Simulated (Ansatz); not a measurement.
# CH3BSe: functionals against CCSD(T) at one geometry

An exercise on one series of results from a longer session: the logs are not shown, and one member is left open.

Program: Ansatz 0.2.0, Gaussian basis. Level of theory: single points in def2-TZVPP. These are calculated values, not measurements.

Correlated methods freeze the cores. Filled d shells of the heavier atoms are correlated.

## The system as given

SMILES `B1C[Se]1`, 6 atoms, charge 0, spin multiplicity 1.

Atoms are counted from 1 here; the program's logs count them from 0.

Bond lengths: B1–C2 1.558 Å, B1–Se3 1.824 Å, B1–H4 1.114 Å, C2–Se3 2.039 Å, C2–H5 1.069 Å, C2–H6 1.042 Å. Angles: C2–B1–Se3 73.7°, C2–B1–H4 142.7°, Se3–B1–H4 143.5°, B1–C2–Se3 59.1°, B1–C2–H5 118.6°, B1–C2–H6 123.4°, Se3–C2–H5 111.2°, Se3–C2–H6 110.7°, H5–C2–H6 116.5°, B1–Se3–C2 47.2°.

Geometry (Å):

```
B    -0.5597   -0.6505   -0.3172
C     0.2246    0.6129    0.1485
Se    0.9568   -1.2594    0.4919
H    -1.5041   -0.9755   -0.8109
H     0.8219    1.1370   -0.5667
H     0.0372    1.1061    1.0476
```

The first run:

File run/in.yaml:

```yaml
crystal:
  periodic: [false, false, false]
  atoms:
    - {symbol: B, position_ang: [-0.559700, -0.650500, -0.317200]}
    - {symbol: C, position_ang: [0.224600, 0.612900, 0.148500]}
    - {symbol: Se, position_ang: [0.956800, -1.259400, 0.491900]}
    - {symbol: H, position_ang: [-1.504100, -0.975500, -0.810900]}
    - {symbol: H, position_ang: [0.821900, 1.137000, -0.566700]}
    - {symbol: H, position_ang: [0.037200, 1.106100, 1.047600]}
basis:
  gaussian: {orbitals: def2-TZVPP}
correlation: {method: ccsd_t}
output: {forces: true}
```

No record of the launch command was kept for these runs.

Steps of the session up to this table: CCSD(T)/def2-TZVPP; PBE0-D4/def2-TZVPP; wB97M-V/def2-TZVPP; r2SCAN-D4/def2-TZVPP; PBE-D4/def2-TZVPP; HSE06-D4/def2-TZVPP; r2SCAN0-D4/def2-TZVPP.

One table of the session follows, with a row left open; its other results are not shown here.

| method | RMS force component (eV/Å) | angle to CCSD(T) forces (°) | dipole (D) |
| --- | --- | --- | --- |
| CCSD(T) | 0.902 | reference | 0.85 |
| PBE0-D4 | ? | ? | ? |
| wB97M-V | 0.925 | 9.2 | 0.92 |
| r2SCAN-D4 | 0.973 | 6.6 | 0.95 |
| PBE-D4 | 1.032 | 4.9 | 0.79 |
| HSE06-D4 | 0.987 | 9.1 | 0.92 |
| r2SCAN0-D4 | 0.948 | 11.7 | 1.02 |

Estimate the missing values for PBE0-D4.

The run gave: RMS force component (eV/Å): 0.986; angle to CCSD(T) forces (°): 9.4; dipole (D): 0.91. In the column «RMS force component (eV/Å)» it lies between r2SCAN-D4 (0.973) and HSE06-D4 (0.987).

To keep in mind: The reference is not at the basis limit: in triple zeta CCSD(T) underbinds, which counts against methods that bind more; the gaps are no ranking.
